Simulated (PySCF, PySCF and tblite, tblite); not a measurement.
# C7H9B: a path driven as a shift of bonds, and NMR exchange, part 2 of 2

PySCF and tblite. Atoms count from 0. The steps go on from the part before.

## Step 9: Shieldings, start: PBE0/pcSseg-1 in water

What the job is given:

```
{"job": {"kind": "nmr", "xc": "PBE0", "basis": "pcSseg-1", "solvent": "water", "pop": false}, "charge": 0, "multiplicity": 1}
B     -0.896808    -0.256549     1.112126
C     -1.160751    -0.287840    -0.488605
C     -0.735531     1.053612    -1.029714
C      0.267782     1.644600    -0.352900
C      0.854464     0.920678     0.767780
C      1.201500    -0.422711     0.736740
C      1.026176    -1.290870    -0.420755
C     -0.145345    -1.230898    -1.082543
H     -1.327247     0.670557     1.770029
H     -0.817215    -1.303515     1.724651
H     -2.194391    -0.548570    -0.760607
H     -1.182937     1.503114    -1.922013
H      0.643765     2.642513    -0.593307
H      1.178929     1.496948     1.640468
H      1.774096    -0.807065     1.587233
H      1.835654    -1.970403    -0.699993
H     -0.329138    -1.801571    -1.998501
```

Output:

```text
coarse grid: 14272 points
cycle   1  E = -296.4452624660  dE =  1.149e+00  |g| = 3.465e-01  |ddm| = 3.765e+00
cycle   2  E = -296.4462363111  dE = -9.738e-04  |g| = 3.620e-01  |ddm| = 7.889e-01
cycle   3  E = -296.4811878269  dE = -3.495e-02  |g| = 5.191e-02  |ddm| = 4.218e-01
cycle   4  E = -296.4815864729  dE = -3.986e-04  |g| = 3.199e-02  |ddm| = 7.264e-02
cycle   5  E = -296.4818361349  dE = -2.497e-04  |g| = 8.688e-03  |ddm| = 3.083e-02
cycle   6  E = -296.4818552570  dE = -1.912e-05  |g| = 1.335e-03  |ddm| = 8.469e-03
cycle   7  E = -296.4818556868  dE = -4.299e-07  |g| = 3.048e-04  |ddm| = 1.310e-03
final grid: 138016 points
cycle   8  E = -296.5303852039  dE = -4.618e-05  |g| = 7.260e-03  |ddm| = 5.309e-02
cycle   9  E = -296.5303806665  dE =  4.537e-06  |g| = 8.594e-03  |ddm| = 1.702e-02
cycle  10  E = -296.5303998942  dE = -1.923e-05  |g| = 6.618e-04  |ddm| = 9.524e-03
cycle  11  E = -296.5303999685  dE = -7.425e-08  |g| = 3.476e-04  |ddm| = 8.288e-04
cycle  12  E = -296.5303999989  dE = -3.035e-08  |g| = 6.906e-05  |ddm| = 3.162e-04
cycle  13  E = -296.5303999999  dE = -1.012e-09  |g| = 3.015e-05  |ddm| = 8.464e-05
cycle  14  E = -296.5304000001  dE = -2.329e-10  |g| = 2.101e-06  |ddm| = 2.937e-05
converged SCF energy = -296.5304000001

GIAO shielding tensors (ppm)
atom      isotropic    diamagn.    paramagn.     s11        s22        s33       span
  0 B       74.702     185.776    -111.074     21.760     80.472    121.875    100.115
  1 C      148.414     250.815    -102.400    131.944    148.178    165.122     33.178
  2 C       35.130     253.969    -218.839    -50.536     -1.713    157.638    208.174
  3 C       54.898     252.945    -198.047    -48.491     61.909    151.275    199.767
  4 C       45.515     254.139    -208.625    -57.178     34.163    159.559    216.738
  5 C       45.510     254.141    -208.631    -57.183     34.155    159.558    216.741
  6 C       54.896     252.943    -198.047    -48.493     61.912    151.269    199.763
  7 C       35.131     253.969    -218.838    -50.532     -1.710    157.635    208.166
  8 H       27.526      28.966      -1.441     21.634     27.360     33.583     11.948
  9 H       27.526      28.966      -1.439     21.635     27.361     33.584     11.948
 10 H       29.183      30.971      -1.788     23.943     27.847     35.759     11.816
 11 H       24.794      30.303      -5.509     20.791     25.399     28.190      7.399
 12 H       24.779      29.341      -4.563     22.881     24.595     26.860      3.979
 13 H       24.293      30.041      -5.749     21.337     25.170     26.371      5.034
 14 H       24.293      30.042      -5.749     21.337     25.170     26.371      5.034
 15 H       24.779      29.343      -4.564     22.880     24.594     26.861      3.980
 16 H       24.794      30.304      -5.510     20.792     25.399     28.191      7.399
```

Run time: 24 s. Hardware: 1 thread of Arm Neoverse V1, shared host; peak memory 1 GiB.

Key values: HOMO -6.95 eV, LUMO -1.04 eV; dipole 2.46 D.

## Step 10: Shieldings, saddle of leg 1: PBE0/pcSseg-1 in water

What the job is given:

```
{"job": {"kind": "nmr", "xc": "PBE0", "basis": "pcSseg-1", "solvent": "water", "pop": false}, "charge": 0, "multiplicity": 1}
B     -0.852305    -0.413628     1.115791
C     -1.097058    -0.323576    -0.633749
C     -0.786014     1.055646    -0.889642
C      0.393540     1.655132    -0.450004
C      1.116910     0.992120     0.540473
C      0.898630    -0.390246     0.866036
C      1.014101    -1.333457    -0.302068
C     -0.048211    -1.298085    -1.100270
H     -1.273074     0.559556     1.718843
H     -1.219406    -1.490246     1.556244
H     -2.130670    -0.585059    -0.898987
H     -1.553558     1.714076    -1.317104
H      0.570131     2.715927    -0.637889
H      1.768186     1.603131     1.179124
H      1.428690    -0.704036     1.775790
H      1.924036    -1.913233    -0.480627
H     -0.153927    -1.844024    -2.041961
```

Output:

```text
coarse grid: 14272 points
cycle   1  E = -296.4207470611  dE =  1.170e+00  |g| = 3.822e-01  |ddm| = 3.790e+00
cycle   2  E = -296.3938268201  dE =  2.692e-02  |g| = 5.094e-01  |ddm| = 9.547e-01
cycle   3  E = -296.4653113218  dE = -7.148e-02  |g| = 7.311e-02  |ddm| = 5.723e-01
cycle   4  E = -296.4664730622  dE = -1.162e-03  |g| = 2.848e-02  |ddm| = 8.011e-02
cycle   5  E = -296.4666745666  dE = -2.015e-04  |g| = 5.726e-03  |ddm| = 3.190e-02
cycle   6  E = -296.4666825270  dE = -7.960e-06  |g| = 2.030e-03  |ddm| = 7.235e-03
final grid: 138016 points
cycle   7  E = -296.5151034281  dE = -4.108e-05  |g| = 6.878e-03  |ddm| = 4.514e-02
cycle   8  E = -296.5150996027  dE =  3.825e-06  |g| = 8.110e-03  |ddm| = 1.675e-02
cycle   9  E = -296.5151165627  dE = -1.696e-05  |g| = 7.074e-04  |ddm| = 9.064e-03
cycle  10  E = -296.5151166617  dE = -9.897e-08  |g| = 3.249e-04  |ddm| = 8.562e-04
cycle  11  E = -296.5151166894  dE = -2.766e-08  |g| = 4.077e-05  |ddm| = 3.046e-04
cycle  12  E = -296.5151166897  dE = -3.489e-10  |g| = 2.468e-05  |ddm| = 7.799e-05
converged SCF energy = -296.5151166897

GIAO shielding tensors (ppm)
atom      isotropic    diamagn.    paramagn.     s11        s22        s33       span
  0 B       40.832     185.602    -144.770    -72.847     82.591    112.752    185.599
  1 C       95.351     252.009    -156.658     55.860     78.389    151.805     95.945
  2 C      -30.162     253.265    -283.427   -206.968    -40.088    156.571    363.539
  3 C       50.790     253.601    -202.811    -49.260     47.799    153.831    203.092
  4 C      -30.162     253.261    -283.423   -206.954    -40.108    156.577    363.530
  5 C       95.377     252.006    -156.629     55.901     78.426    151.806     95.905
  6 C       39.344     253.760    -214.416    -60.682     51.952    126.761    187.443
  7 C       39.328     253.759    -214.430    -60.707     51.950    126.742    187.449
  8 H       26.091      29.555      -3.464     17.310     29.243     31.718     14.408
  9 H       26.932      29.823      -2.891     19.185     28.549     33.062     13.878
 10 H       27.819      31.020      -3.201     23.845     28.747     30.865      7.019
 11 H       21.470      29.119      -7.649     15.274     23.001     26.136     10.862
 12 H       24.655      28.958      -4.303     23.188     24.851     25.926      2.739
 13 H       21.470      29.119      -7.649     15.274     23.002     26.136     10.862
 14 H       27.820      31.019      -3.199     23.845     28.747     30.867      7.021
 15 H       24.736      30.282      -5.546     22.923     24.336     26.948      4.025
 16 H       24.735      30.282      -5.547     22.923     24.334     26.947      4.023
```

It took 29 s on 1 thread of Arm Neoverse V1, shared host; peak memory 0.98 GiB.

This run: HOMO -6.78 eV, LUMO -2.55 eV; dipole 4.19 D.

Orbitals, density, ELF and potential are computed afterwards from the orbital file.

Frontier orbitals at PBE0/pcSseg-1, with the share of their density that lies nearest to each atom:

| orbital | energy (eV) | lies on |
| --- | --- | --- |
| HOMO | -6.78 | C6, C7 about 21 % each; B0 9 %; C1, C5 about 8 % each |
| LUMO | -2.55 | C2, C4 about 26 % each; B0 11 % |

ELF in a plane through or near 4 of the atoms.

Ten even steps from '0' (0.00) to '9' (1.00):
```
0000000000000000000000000000
0000000000000000000000000000
0000000000000000000000000000
0000000000000000013100000000
0000000000135200599980000000
0000000000146412899992000000
0000000111245576799960000000
0000001344785585617300000000
0000002566588465577323200000
0000014678643112774678730000
0000014678643112775678730000
0000002566478465577333200000
0000001344685585627300000000
0000000111245576799960000000
0000000000146411899992000000
0000000000135200599981000000
0000000000001000013100000000
0000000000000000000000000000
0000000000000000000000000000
0000000000000000000000000000
```
The map spans 10.5 Å across and 9.7 Å up, centred on the molecule. Atoms in the plane (x, y in Å): C2 (1.0, -1.2), C4 (1.0, 1.2), H11 (1.7, -2.1), H13 (1.7, 2.1).

log10 of the density (e/Å³) in the same plane.

Values, 10 rows by 14 columns:
```
-4.0 -4.0 -4.0 -4.0 -4.0 -4.0 -4.0 -4.0 -4.0 -4.0 -4.0 -4.0 -4.0 -4.0
-4.0 -4.0 -4.0 -4.0 -4.0 -3.2 -2.9 -3.0 -3.0 -3.0 -3.4 -4.0 -4.0 -4.0
-4.0 -4.0 -4.0 -3.3 -2.6 -1.7 -1.2 -1.5 -1.2 -0.9 -1.7 -3.3 -4.0 -4.0
-4.0 -4.0 -3.1 -2.1 -1.3 -0.7 -0.1 -0.1  0.2  0.1 -1.1 -2.7 -3.9 -4.0
-4.0 -4.0 -2.6 -1.6 -0.6  0.2  0.1 -0.1  0.3  0.0 -0.8 -1.8 -2.9 -4.0
-4.0 -4.0 -2.5 -1.5 -0.5  0.1 -0.3 -0.7  0.0  0.2 -0.4 -1.4 -2.7 -4.0
-4.0 -4.0 -2.8 -1.8 -0.9 -0.1  0.2  0.2  1.4 -0.1 -1.2 -2.4 -3.5 -4.0
-4.0 -4.0 -3.6 -2.7 -2.1 -1.3 -0.7 -0.9 -0.5 -0.2 -1.2 -2.9 -4.0 -4.0
-4.0 -4.0 -4.0 -4.0 -3.4 -2.5 -2.1 -2.3 -2.2 -2.1 -2.6 -3.8 -4.0 -4.0
-4.0 -4.0 -4.0 -4.0 -4.0 -4.0 -3.9 -4.0 -4.0 -4.0 -4.0 -4.0 -4.0 -4.0
```
The map spans 10.5 Å across and 9.7 Å up, centred on the molecule. Atoms in the plane (x, y in Å): C2 (1.0, -1.2), C4 (1.0, 1.2), H11 (1.7, -2.1), H13 (1.7, 2.1).

On the surface of density 0.002 e/bohr³ the electrostatic potential runs, from the 1st to the 99th percentile, from -1.57 to 1.45 V.

## Step 11: Kinetics and line shapes

What the job is given:

```
{"job": {"smiles": "BC1C=CC=CC=C1", "charge": 0, "mult": 1, "motion": "shift", "what": "shift on cycloheptatriene", "atoms": [0, 1, 5], "drives": [{"terms": [["d", [0, 1], 1], ["d", [0, 5], -1]], "neg": true, "n": 14}], "study": "path", "level": {"kind": "nmr", "xc": "PBE0", "basis": "pcSseg-1", "solvent": "water"}, "fields": [250, 360, 600], "first": 0, "seed": 414, "refine": {"xc": "PBE0", "basis": "def2-SVP"}, "kind": "path"}, "charge": 0, "multiplicity": 1}
B     -0.879385    -0.252303     1.149993
C     -1.176905    -0.293138    -0.447407
C     -0.710453     1.006997    -1.033217
C      0.275554     1.604120    -0.356415
C      0.831310     0.910548     0.782832
C      1.177369    -0.426203     0.751384
C      1.013732    -1.251732    -0.423039
C     -0.145856    -1.177878    -1.083969
H     -1.335905     0.638098     1.771120
H     -0.839839    -1.277034     1.729001
H     -2.190961    -0.548235    -0.754198
H     -1.139367     1.407132    -1.939835
H      0.667670     2.577907    -0.608373
H      1.177963     1.509517     1.615862
H      1.780287    -0.817985     1.561227
H      1.825358    -1.901918    -0.712983
H     -0.337570    -1.695861    -2.011894
```

Output:

```text
stationary points (kcal/mol above the start)
  n  kind          group   xTB      DFT    lowest mode
  0  minimum      Cs       0.00     0.00     224.5
  1  saddle       Cs       8.92     9.84    -367.9
  2  minimum      Cs      -0.00     0.00     224.4

GFN2-xTB energies: T/K, barrier G, reaction G (kcal/mol), k forward, k back (1/s)
 150.00     8.48     0.00       2.74       2.75
 200.00     8.55     0.00   3.74e+03   3.75e+03
 250.00     8.65     0.00   2.86e+05   2.86e+05
 298.15     8.76     0.00   4.71e+06   4.72e+06
 350.00     8.89     0.00   4.08e+07   4.08e+07
 400.00     9.04     0.00   1.93e+08   1.93e+08
 500.00     9.35     0.00    1.7e+09    1.7e+09

PBE0-D3(BJ)/def2-SVP energies: T/K, barrier G, reaction G (kcal/mol), k forward, k back (1/s)
 150.00    11.07     0.00   0.000461   0.000463
 200.00    11.14     0.00       5.53       5.55
 250.00    11.24     0.00   1.55e+03   1.56e+03
 298.15    11.35     0.00   5.95e+04   5.96e+04
 350.00    11.48     0.00   9.84e+05   9.85e+05
 400.00    11.63     0.00    7.4e+06   7.41e+06
 500.00    11.94     0.00   1.25e+08   1.25e+08

PBE0/pcSseg-1 + D3(BJ), IEF-PCM water energies: T/K, barrier G, reaction G (kcal/mol), k forward, k back (1/s)
 150.00     9.40     0.00      0.127      0.128
 200.00     9.47     0.00        375        376
 250.00     9.57     0.00   4.53e+04   4.54e+04
 298.15     9.68     0.00   1.01e+06   1.01e+06
 350.00     9.81     0.00   1.09e+07    1.1e+07
 400.00     9.95     0.00   6.09e+07    6.1e+07
 500.00    10.27     0.00   6.76e+08   6.77e+08
```

It took 3.8 min on 1 thread of Arm Neoverse V1, shared host; peak memory 1 GiB. This counts the whole study up to here.

Barriers by level (kcal/mol; entropies in cal/(mol K)). Zero-point and thermal terms come from xTB in every row. ΔG‡ leaves symmetry out; the rate counts equivalent paths (a factor of 2); effective ΔG‡, where given, is the barrier that would give that rate by Eyring's equation alone:

| level | ΔE‡ | with zero-point | ΔH‡ | ΔS‡ | ΔG‡ (298 K) | ΔE of reaction | k at 298 K (1/s) | effective ΔG‡ |
| --- | --- | --- | --- | --- | --- | --- | --- | --- |
| GFN2-xTB | 8.92 | 8.43 | 8.02 | -2.5 | 8.76 | 0.00 | 4.7e+06 | 8.35 |
| PBE0-D3(BJ)/def2-SVP | 11.51 | 11.02 | 10.61 | -2.5 | 11.35 | 0.00 | 6e+04 | 10.94 |
| PBE0/pcSseg-1 + D3(BJ), IEF-PCM water | 9.84 | 9.34 | 8.93 | -2.5 | 9.68 | 0.00 | 1e+06 | 9.26 |

Sites that the driver pairs across this motion, and where their lines would merge (no couplings; faster rotations or exchange between molecules can average them sooner):

| nucleus | sites: shielding (ppm) | proton frequency (MHz) | spread (Hz) | coalescence (K) | lines at 298 K |
| --- | --- | --- | --- | --- | --- |
| 13C | C1: 148.4; C2, C7: 35.1; C3, C6: 54.9; C4, C5: 45.5 | 250 | 7123 | 236 | 1 |
| 13C | C1: 148.4; C2, C7: 35.1; C3, C6: 54.9; C4, C5: 45.5 | 360 | 10257 | 240 | 1 |
| 13C | C1: 148.4; C2, C7: 35.1; C3, C6: 54.9; C4, C5: 45.5 | 600 | 17095 | 246 | 1 |
| 1H | H10: 29.18; H11, H16: 24.79; H12, H15: 24.78; H13, H14: 24.29 | 250 | 1223 | 218 | 1 |
| 1H | H10: 29.18; H11, H16: 24.79; H12, H15: 24.78; H13, H14: 24.29 | 360 | 1760 | 221 | 1 |
| 1H | H10: 29.18; H11, H16: 24.79; H12, H15: 24.78; H13, H14: 24.29 | 600 | 2934 | 226 | 1 |

## Step 12: Results

What follows sums up all 2 parts.

```
                                       quantity                              value
barrier (PBE0/pcSseg-1 + D3(BJ), IEF-PCM water)   ΔE‡ 9.8, ΔG‡(298 K) 9.7 kcal/mol
                             barrier (GFN2-xTB)                   ΔE‡ 8.9 kcal/mol
                                  rate at 298 K                          1e+06 s⁻¹
                                end of the path  the start, renumbered or mirrored
                          coalescence of 13C C1                   246 K at 600 MHz
```

**Reading.** DFT puts the top 9.8 kcal/mol above the start (xTB: 8.9); the rate from the DFT barrier is 1e+06 s⁻¹ at 298 K. An error of 1.4 kcal/mol changes that rate tenfold. The 13C lines of C1 and its partners, 17095 Hz apart at 600 MHz, merge at 246 K, so by this path alone the exchange at 298 K is fast for them; other paths were not followed.
